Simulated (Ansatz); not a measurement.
## C2H2Se, SMILES C=C=[Se]: an active-space calculation

Run with Ansatz 0.2.0, Python API.

`cas_c2h2se.py`:
```python
"""Static correlation in C2H2Se: natural occupations of an active space."""

import ansatz

BASIS = "def2-SVP"

c2h2se = (
    ansatz.Crystal.molecule()
    .atom("C", [0.5193, -0.5128, -0.1792])
    .atom("C", [-0.4131, 0.4258, 0.1515])
    .atom("Se", [-1.8048, 1.6899, 0.6748])
    .atom("H", [1.3956, -0.1756, -0.8001])
    .atom("H", [0.3529, -1.5009, 0.1116])
)

calculation = (
    c2h2se.calculation()
    .basis(gaussian=BASIS)
    .correlation(active_electrons=4, active_orbitals=4)
)
for method in ["sc_nevpt2"]:
    r = (calculation if method is None else calculation.correlation(method)).run().report
    space = r["configurations"]
    state = space["states"][0]
    print(method or "casscf", f"total {r['free_energy_ev'] / 27.211386246:.6f} Ha, active-space state {state['energy']['hartree']:.6f} Ha, mean field {r['reference_energy_ev'] / 27.211386246:.6f} Ha")
    print("  determinants", state["n_determinants"], " natural occupations", [round(n, 3) for n in space["natural_occupations"]])
print("effectively unpaired electrons, sum of min(n, 2 - n):", round(sum(min(n, 2 - n) for n in space["natural_occupations"]), 3))
```

`python cas_c2h2se.py` gives:
```text
RunWarning: the results are in doubt because another end's mean lies 0.091 eV lower, and its corrected mean 0.107 eV higher
sc_nevpt2 total -2476.777961 Ha, active-space state -2476.336904 Ha, mean field -2476.278981 Ha
  determinants 36  natural occupations [1.906, 1.858, 0.142, 0.094]
effectively unpaired electrons, sum of min(n, 2 - n): 0.472
```
(Warnings from the package without file and line.)

Reading the output:
- Total energies depend on the basis set; only differences at equal settings carry meaning.
- The geometry is a force-field or estimated start, not a minimum of this method, and the basis set is short of its limit. The active space starts as a window about the frontier orbitals and is then optimised, not chosen by chemistry.
- A lower CASSCF solution was found and passed over, so the printed active-space state isn't the lowest.
- Run time: 6.3 s on 1 thread of Arm Neoverse V1, with other jobs on the host, peak memory 0.2 GiB.

(Lines on the test bed's own set-up are left out of the output.)
